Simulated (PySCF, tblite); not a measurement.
**C₄H₉BFN: geometry, infrared bands and NMR shifts**

Wanted: the infrared bands and NMR shifts of C₄H₉BFN (`NB1CC[C@H](F)C1`), by calculation.

The runs use tblite 0.8.0 and PySCF 2.14.0, with density-fitted response routines of our own; the level of theory stands in each step. All values are computed, except where a source is named. Atoms are numbered from 0 throughout.

## (1) The starting structure

16 atoms, charge 0, multiplicity 1; geometry from: force field or distance geometry start.

Bonds of the start (Å): N0–B1 1.54, B1–C2 1.56, C2–C3 1.54, C3–C4 1.53, C4–F5 1.39, C4–C6 1.52, C6–B1 1.58, N0–H7 1.04, N0–H8 1.04, C2–H9 1.12, C2–H10 1.11, C3–H11 1.10, C3–H12 1.13, C4–H13 1.12, C6–H14 1.11, C6–H15 1.10.

## (2) Geometry optimisation with GFN2-xTB

Job settings and geometry (Å):

```
{"job": {"kind": "relax", "xc": "GFN2-xTB", "basis": "xTB"}, "charge": 0, "multiplicity": 1}
N      2.108600     0.272200     1.168600
B      0.663700    -0.118200     0.823900
C     -0.453900     0.976300     0.834900
C     -1.463500     0.504100    -0.222800
C     -0.708300    -0.432100    -1.161100
F     -1.569800    -1.359200    -1.736600
C      0.382600    -1.119900    -0.360600
H      2.485800     0.798000     0.349700
H      2.659700    -0.608600     1.261600
H     -0.943000     1.056800     1.836400
H     -0.034100     1.958200     0.534200
H     -1.916300     1.349200    -0.761000
H     -2.281200    -0.071000     0.299500
H     -0.236200     0.174600    -1.979900
H      0.011100    -2.075900     0.062500
H      1.287300    -1.295300    -0.960600
```

Launch:

```sh
> OMP_NUM_THREADS=1 python probes_run.py task.json out
```

The driver reads the jobs from task.json and runs them one after another.

**Question.** This job is followed by: GFN2-xTB harmonic vibrations, gas phase; GIAO PBE0/pcSseg-1 NMR shielding, non-relativistic, gas phase. What will the session give for the following? strongest single infrared mode (GFN2-xTB); zero-point energy (GFN2-xTB); ¹³C shifts against TMS (PBE0/pcSseg-1); ¹H shifts against TMS (PBE0/pcSseg-1, means over atoms taken as alike); ¹⁵N shifts against NH3 (PBE0/pcSseg-1); ¹¹B shifts against BF3·OEt2 (PBE0/pcSseg-1); ¹⁹F shifts against CFCl3 (PBE0/pcSseg-1).

The runs gave:

| quantity | value |
| --- | --- |
| strongest single infrared mode (GFN2-xTB) | 612 cm⁻¹, 194 km/mol |
| zero-point energy (GFN2-xTB) | 83.1 kcal/mol |
| ¹³C shifts against TMS (PBE0/pcSseg-1) | 100.5, 37.2, 29.7, 16.5 ppm |
| ¹H shifts against TMS (PBE0/pcSseg-1, means over atoms taken as alike) | 5.17, 4.02, 2.26, 1.68, 1.56, 1.20, 0.99, 0.69 ppm |
| ¹⁵N shifts against NH3 (PBE0/pcSseg-1) | 101.3 ppm |
| ¹¹B shifts against BF3·OEt2 (PBE0/pcSseg-1) | 48.5 ppm |
| ¹⁹F shifts against CFCl3 (PBE0/pcSseg-1) | -196.1 ppm |

What this shows: The optimisation took 75 steps and gained 1.423 eV; among the close pairs (by a distance rule), N0–B1 changed most, from 1.536 to 1.378 Å. No mode is imaginary among the 42: a minimum at this level. The strongest single mode, at 612 cm⁻¹, moves mainly H8 and H7. Unscaled tight-binding wavenumbers are off by several per cent, some by more. Its intensities can rank the bands wrongly. At PBE0/pcSseg-1: Shielding is most anisotropic at N0 (span 134 ppm, paramagnetic term -148 ppm).
